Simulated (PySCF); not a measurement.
# Ta3 (Ta3-): the cost of one run

Computed with PySCF 2.14.0. Level: PBE0, Ta def2-SVP with ECP60; scalar-relativistic core potentials, no spin–orbit coupling.

3 further runs of the same task are left out: 2 for a known fault of the program, 1 set aside as unsound or not needed. Runs told in other sessions of the task aren't counted.

## (1) The system as given

3 atoms, charge -1, spin multiplicity 1.

Bond lengths: Ta1–Ta2 2.548 Å, Ta1–Ta3 2.548 Å, Ta2–Ta3 2.548 Å. Angles: Ta2–Ta1–Ta3 60.0°, Ta1–Ta2–Ta3 60.0°, Ta1–Ta3–Ta2 60.0°.

As a file:

```
Ta    1.4713    0.0000    0.0000
Ta   -0.7357    1.2742    0.0000
Ta   -0.7357   -1.2742    0.0000
```

## (2) SCF at the start, singlet

The input, run.py (the lines that set the calculation):

```python
mol = gto.M(atom='''
Ta     1.47130     0.00000     0.00000
Ta    -0.73570     1.27420     0.00000
Ta    -0.73570    -1.27420     0.00000''',
    basis={'Ta': 'def2-SVP'},
    ecp={'Ta': 'def2-SVP'},
    charge=-1, spin=0)
mf = dft.RKS(mol, xc='PBE0')
mf.grids.atom_grid = (50, 194)
mf = mf.density_fit()  # fitting sets: Ta def2-universal-JKFIT
mf.conv_tol = 1e-08; mf.max_cycle = 55
mf.kernel(dm0)  # dm0: free metal ions and neutral atoms
```

On the command line:

```
> OMP_NUM_THREADS=2 python run.py
```

What time and memory should one allow on 2 threads of Arm Neoverse V1, shared host?

About 16 s, with a peak of 0.52 GiB.
